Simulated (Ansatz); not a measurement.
# AsH2 radical: small, medium and large basis sets

An exercise on one series of results from a longer session: the logs are not shown, and one member is left open.

Computed with Ansatz 0.2.0, Gaussian basis. Level: one geometry, several basis sets.

Levels to be run: PBE0-D4/def2-SVP; ωB97M-V/def2-SVP; PBE0-D4/def2-QZVPP; ωB97M-V/def2-QZVPP; the functionals' def2-TZVPP values are taken from earlier runs.

## The geometry

An earlier PBE0-D4 in a triple-zeta def2 set relaxation fixed the geometry.

SMILES `[AsH2]`, 3 atoms, charge 0, spin multiplicity 2.

Atoms are counted from 1 here; the program's logs count them from 0.

Bond lengths: As1–H2 1.526 Å, As1–H3 1.526 Å. Angles: H2–As1–H3 90.7°.

As a file:

```xyz
3
charge 0, multiplicity 2
As   -0.56977    0.31171   -0.28699
H     0.68130    0.76754    0.45924
H    -0.12253   -1.14415   -0.18555
```

The first run:

File in.yaml:

```yaml
crystal:
  periodic: [false, false, false]
  atoms:
    - {symbol: As, position_ang: [-0.569773, 0.311707, -0.286994]}
    - {symbol: H, position_ang: [0.681301, 0.767544, 0.459244]}
    - {symbol: H, position_ang: [-0.122527, -1.144152, -0.185549]}
basis:
  gaussian: {orbitals: def2-SVP}
magnetization: {spin_polarized: true, initial_magnetization: 1}
hamiltonian: {xc: pbe0, dispersion: d4}
output: {orbitals: {seedname: orbitals}}
```

Launch:

```console
ansatz run in.yaml --threads 2 --pin off --events-out ev --progress --plain --max-ram 32768MiB --backend cpu
```

Steps of the session up to this table: PBE0-D4 in def2-SVP; ωB97M-V in def2-SVP; PBE0-D4 in def2-QZVPP; ωB97M-V in def2-QZVPP.

One of the session's tables, all rows but one given; the rest of the session is left out.

It belongs to the step «Density functionals: the series». 

```
functional       basis  HOMO (eV)  LUMO (eV)
   PBE0-D4    def2-SVP      -6.81      -2.96
   PBE0-D4  def2-TZVPP          ?          ?
   PBE0-D4  def2-QZVPP      -6.90      -3.13
   ωB97M-V    def2-SVP      -8.77      -0.93
   ωB97M-V  def2-TZVPP      -8.82      -1.11
   ωB97M-V  def2-QZVPP      -8.87      -1.27
```

**Question.** Estimate the row for PBE0-D4, def2-TZVPP.

The run gave: HOMO (eV): -6.86; LUMO (eV): -3.05. In the column «HOMO (eV)» it lies between PBE0-D4, def2-QZVPP (-6.90) and PBE0-D4, def2-SVP (-6.81).
